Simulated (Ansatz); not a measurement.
This was printed by a script on the Python package of Ansatz (0.2.0), for a single point from an input typed as a dict of K2TaAgCl6, space group Fm-3m. What did the script look like? Use: PBE, PAW, cutoff 470 eV, 4×4×4 k-points, Fermi-Dirac smearing of 0.1 eV.

```
CELL_PARAMETERS angstrom
0.00000 5.19990 5.19990
5.19990 0.00000 5.19990
5.19990 5.19990 0.00000
ATOMIC_POSITIONS crystal
K 0.25000 0.25000 0.25000
K 0.75000 0.75000 0.75000
Ta 0.50000 0.50000 0.50000
Ag 0.00000 0.00000 0.00000
Cl 0.26158 0.26158 0.73842
Cl 0.26158 0.73842 0.73842
Cl 0.73842 0.73842 0.26158
Cl 0.26158 0.73842 0.26158
Cl 0.73842 0.26158 0.73842
Cl 0.73842 0.26158 0.26158
```

```console
$ python k2taagcl6.py
F = E - TS               -27087.56481 eV
E                        -27087.22449 eV
Harris-Foulkes           -27087.56481 eV
Fermi level                   6.52536 eV
largest force 0.1280 eV/A on atom 4
[[ 0.    -0.     0.   ]
 [-0.     0.     0.   ]
 [-0.     0.     0.   ]
 [ 0.    -0.    -0.   ]
 [-0.     0.     0.128]
 [-0.128 -0.    -0.   ]
 [-0.    -0.    -0.128]
 [-0.     0.128  0.   ]
 [ 0.    -0.128 -0.   ]
 [ 0.128  0.     0.   ]]
doubts on the final state: none
warnings: none
```

The script that was run (others could print the same):

Script `k2taagcl6.py`:
```python
"""Single point of K2TaAgCl6 through the engine session."""

import ansatz
import numpy as np

settings = {
    "crystal": {
        "lattice": [[0.0, 5.1999, 5.1999], [5.1999, 0.0, 5.1999], [5.1999, 5.1999, 0.0]],
        "atoms": [
            {"symbol": "K", "position": [0.25, 0.25, 0.25]},
            {"symbol": "K", "position": [0.75, 0.75, 0.75]},
            {"symbol": "Ta", "position": [0.5, 0.5, 0.5]},
            {"symbol": "Ag", "position": [0.0, 0.0, 0.0]},
            {"symbol": "Cl", "position": [0.261579, 0.261579, 0.738421]},
            {"symbol": "Cl", "position": [0.261579, 0.738421, 0.738421]},
            {"symbol": "Cl", "position": [0.738421, 0.738421, 0.261579]},
            {"symbol": "Cl", "position": [0.261579, 0.738421, 0.261579]},
            {"symbol": "Cl", "position": [0.738421, 0.261579, 0.738421]},
            {"symbol": "Cl", "position": [0.738421, 0.261579, 0.261579]},
        ],
    },
    "kpoints": {"mp_grid": {"kspacing": 0.3}},
    "hamiltonian": {"xc": "pbe"},
    "scf": {"occupations": {"method": "fermi_dirac", "width": 0.1}},
    "basis": {"ecutwfc": 470},
    "output": {"forces": True, "stress": True, "eigenvalues": True},
}

outcome = ansatz.Session.from_dict(settings).plan(threads=1).execute()
report = outcome.report

print("%-22s %14.5f eV" % ("F = E - TS", report["free_energy_ev"]))
print("%-22s %14.5f eV" % ("E", report["internal_energy_ev"]))
print("%-22s %14.5f eV" % ("Harris-Foulkes", report["harris_foulkes_ev"]))
print("%-22s %14.5f eV" % ("Fermi level", report["fermi_energy_ev"]))

# forces in eV per angstrom
forces = np.array(report["forces_ev_ang"])
norms = np.linalg.norm(forces, axis=1)
print("largest force {:.4f} eV/A on atom {}".format(norms.max(), norms.argmax()))
print(np.array2string(forces, precision=4, suppress_small=True))

print("doubts on the final state:", report["published_state_doubts"] or "none")
print("warnings:", sorted({n["data"]["kind"] for n in outcome.notices if n["data"].get("severity") in ("warning", "doubt")}) or "none")
```

Caveats:
- Absolute energies stand on the zero of these potentials, so only differences at equal settings mean something. A total without «per atom» is that of the cell as typed.
- The run is spin-unpolarised.
- The mesh is modest for a metal, so energies can be off by several to tens of meV an atom and pressures by half a GPa or more; differences at equal mesh fare better.
- The zero of the levels is a convention of the potentials, so an absolute Fermi energy is no work function.
- Spin-orbit coupling, which matters for elements this heavy, is left out.
- This cell is a computed structure, which may not be the phase found in nature.
- The whole script took 6.3 s on 1 thread of Intel(R) Xeon(R) 6975P-C (Granite Rapids), with other jobs on the host, peak memory 0.69 GiB.

(Lines on the test bed's own set-up are left out of the output.)
